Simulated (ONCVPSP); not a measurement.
# Pseudopotential generation for Au: ONCV, PBE

Task: generate the file, and judge it by its errors in other configurations, its logarithmic derivatives, its ghosts and its cutoff.

Program: ONCVPSP 4.0.1. Reference atom: PBE, scalar-relativistic, spherical and spin-unpolarised. All values are calculated.

### Step 1. The atom and the settings

The settings as typed:

- element: gold (Au, Z = 79)
- type: optimised norm-conserving Vanderbilt (ONCV)
- frozen core: [Kr] 4d10
- valence charge: 33
- reference configuration: 4f14 5s2 5p6 5d10 6p1
- partial waves: 5s: rc 1.55 bohr, ncon 3, nbas 8, qcut 9.8 1/bohr, 1 projector; 5p+6p: rc 2.05 bohr, ncon 4, nbas 8, qcut 5.6 1/bohr, 2 projectors; 5d: rc 1.85 bohr, ncon 4, nbas 9, qcut 7.5 1/bohr, 3 projectors, debl 3.4 Ha; 4f: rc 0.55 bohr, ncon 3, nbas 8, qcut 36.9 1/bohr, 1 projector
- local potential: polynomial inside 0.35 bohr (lpopt 5, dvloc0 -1 Ha)
- core correction: not asked for

The outer shells as boxes (Hund's rule for the drawing; the calculation is spin-unpolarised):

```
[Kr] core
4d [↑↓][↑↓][↑↓][↑↓][↑↓]
4f [↑↓][↑↓][↑↓][↑↓][↑↓][↑↓][↑↓]
5s [↑↓]
5p [↑↓][↑↓][↑↓]
5d [↑↓][↑↓][↑↓][↑↓][↑↓]
6p [↑ ][  ][  ]
```

An earlier all-electron run gives the scale for the radii.

All-electron outer shells of the reference configuration (PBE, scalar-relativistic, ld1.x):

| shell | level (eV) | outermost node (bohr) | outermost maximum (bohr) |
| --- | --- | --- | --- |
| 4d | -328.06 | 0.20 | 0.41 |
| 5s | -110.56 | 0.48 | 0.84 |
| 4f | -83.28 | – | 0.37 |
| 5p | -62.00 | 0.52 | 0.96 |
| 5d | -9.00 | 0.56 | 1.21 |
| 6s | -7.34 | 1.11 | 2.27 |
| 6p | -1.82 | 1.32 | 3.38 |

### Step 2. Generating the potential

Au.dat reads:

```
# ATOM AND REFERENCE CONFIGURATION
# atsym  z   nc   nv     iexc    psfile
  Au 79.00    9    5        4      upf
#
#   n    l    f
    1    0    2.00
    2    0    2.00
    2    1    6.00
    3    0    2.00
    3    1    6.00
    3    2   10.00
    4    0    2.00
    4    1    6.00
    4    2   10.00
    4    3   14.00
    5    0    2.00
    5    1    6.00
    5    2   10.00
    6    1    1.00
#
# PSEUDOPOTENTIAL AND OPTIMIZATION
# lmax
    3
#
#   l,   rc,      ep,       ncon, nbas, qcut
    0    1.55    0.00    3    8    9.80
    1    2.05    0.00    4    8    5.60
    2    1.85    0.00    4    9    7.50
    3    0.55    0.00    3    8   36.90
#
# LOCAL POTENTIAL
# lloc, lpopt,  rc(5),   dvloc0
    4    5    0.35   -1.00
#
# VANDERBILT-KLEINMAN-BYLANDER PROJECTORs
# l, nproj, debl
    0    1    0.90
    1    2    0.70
    2    3    3.40
    3    1    1.10
#
# MODEL CORE CHARGE
# icmod, fcfact, rcfact
    0    0.00    0.00
#
# LOG DERIVATIVE ANALYSIS
# epsh1, epsh2, depsh
   -6.00    5.00    0.04
#
# OUTPUT GRID
# rlmax, drl
    6.00    0.01
#
# TEST CONFIGURATIONS
# ncnf
    4
# nvcnf
#   n    l    f
    6
    4    3   14.00
    5    0    2.00
    5    1    6.00
    5    2   10.00
    6    1    0.00
    6    0    1.00
#
    5
    4    3   14.00
    5    0    2.00
    5    1    6.00
    5    2   10.00
    6    1    0.00
#
    5
    4    3   14.00
    5    0    2.00
    5    1    6.00
    5    2    9.00
    6    1    0.00
#
    6
    4    3   14.00
    5    0    1.00
    5    1    6.00
    5    2   10.00
    6    1    0.00
    6    0    1.00
#
```

Started as:

```console
$ oncvpsp.x < Au.dat > Au.out
```

Q: Predict the outcome of this session. Wanted: cutoffs for 1 and 0.1 mHa per electron, occupied waves; bound ghosts; GHOST(+) flags; largest miss of a reference level; largest test error; largest phase difference near zero energy, channels read.

The runs gave:

```
                                                quantity                                                                 value
  cutoffs for 1 and 0.1 mHa per electron, occupied waves                                                     489 Ha and 544 Ha
                                            bound ghosts  s at -3026.87 eV, s at -480.79 eV, p at -1340.64 eV, d at -253.74 eV
                                          GHOST(+) flags                                                           p at 281 eV
                       largest miss of a reference level                                                           20 meV (4f)
                            largest test error (AE − PS)                               +340 meV, for 4f14 5s2 5p6 5d10 6s1 6p0
largest phase difference near zero energy, channels read                                                             0.236 rad
```

**Reading.** A bound ghost (s, p, d) makes it unfit for use: electrons can fall into a state that the atom doesn't have. The worst unpolarised test, 4f14 5s2 5p6 5d10 6s1 6p0, is off by 340 meV on 5.2 eV; by total energies transferability rates as poor. By its cutoff, 489 Ha for the looser tolerance, it is very hard. At the looser tolerance the 4f wave is the slowest; 5s needs 30 Ha. Near zero energy the largest phase difference among the channels read is 0.24 rad, in the s channel. The program also flags highly localised states, GHOST(+) (p).
